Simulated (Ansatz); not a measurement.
# C2H8FNSi2: the cost of one run

All numbers below are computed with Ansatz 0.2.0 (RKS r2SCAN-D4/STO-3G).

## (1) Starting point

Bond lengths: N1–C2 1.308 Å, C2–C3 1.522 Å, C3–F4 1.341 Å, C2–Si5 1.886 Å, Si5–Si6 2.308 Å, N1–H7 1.049 Å, C3–H8 1.029 Å, C3–H9 1.103 Å, Si5–H10 1.467 Å, Si5–H11 1.524 Å, Si6–H12 1.489 Å, Si6–H13 1.512 Å, Si6–H14 1.517 Å. Angles (14 of 22 angles, heavy atoms first): N1–C2–C3 120.2°, N1–C2–Si5 122.1°, C3–C2–Si5 117.5°, C2–C3–F4 111.2°, C2–Si5–Si6 109.9°, C2–N1–H7 111.0°, C2–C3–H8 109.6°, C2–C3–H9 104.7°, F4–C3–H8 114.3°, F4–C3–H9 107.8°, C2–Si5–H10 111.5°, C2–Si5–H11 107.5°, Si6–Si5–H10 112.8°, Si6–Si5–H11 108.6°.

Coordinates:

```xyz
14

N    -0.2939   -1.2164    2.0392
C    -0.0655   -0.9617    0.7767
C    -0.5637   -1.9170   -0.2986
F    -0.7003   -1.2926   -1.4777
Si    1.0062    0.4883    0.2241
Si   -0.2809    2.0246   -0.9210
H     0.0910   -0.4558    2.6510
H    -1.4160   -2.3919    0.0299
H     0.2406   -2.6642   -0.4044
H     2.1692    0.0357   -0.5462
H     1.5570    1.1541    1.4794
H     0.5345    3.2411   -1.1926
H    -0.8046    1.4928   -2.2354
H    -1.4867    2.4336   -0.0955
```

## (2) End point A

The input, input.yaml:

```yaml
crystal:
  periodic: [false, false, false]
  atoms:
    - { symbol: "N", position_ang: [-0.2939, -1.2164, 2.0392] }
    - { symbol: C, position_ang: [-0.0655, -0.9617, 0.7767] }
    - { symbol: C, position_ang: [-0.5637, -1.917, -0.2986] }
    - { symbol: F, position_ang: [-0.7003, -1.2926, -1.4777] }
    - { symbol: Si, position_ang: [1.0062, 0.4883, 0.2241] }
    - { symbol: Si, position_ang: [-0.2809, 2.0246, -0.921] }
    - { symbol: H, position_ang: [0.091, -0.4558, 2.651] }
    - { symbol: H, position_ang: [-1.416, -2.3919, 0.0299] }
    - { symbol: H, position_ang: [0.2406, -2.6642, -0.4044] }
    - { symbol: H, position_ang: [2.1692, 0.0357, -0.5462] }
    - { symbol: H, position_ang: [1.557, 1.1541, 1.4794] }
    - { symbol: H, position_ang: [0.5345, 3.2411, -1.1926] }
    - { symbol: H, position_ang: [-0.8046, 1.4928, -2.2354] }
    - { symbol: H, position_ang: [-1.4867, 2.4336, -0.0955] }
basis:
  gaussian: { orbitals: STO-3G }
hamiltonian:
  xc: r2scan
  dispersion: d4
relax:
  f_tol: 0.015
  max_steps: 40
output:
  orbitals: {}
```

On the command line:

```bash
ansatz run input.yaml --threads 1 --pin off --max-ram 2048MiB --backend cpu --events-out ev --progress --plain --runs-dir out
```

**Question.** How long does this run take on 1 thread of Arm Neoverse V2, shared host, and how much memory does it need?

About 91 s, with a peak of 0.17 GiB.
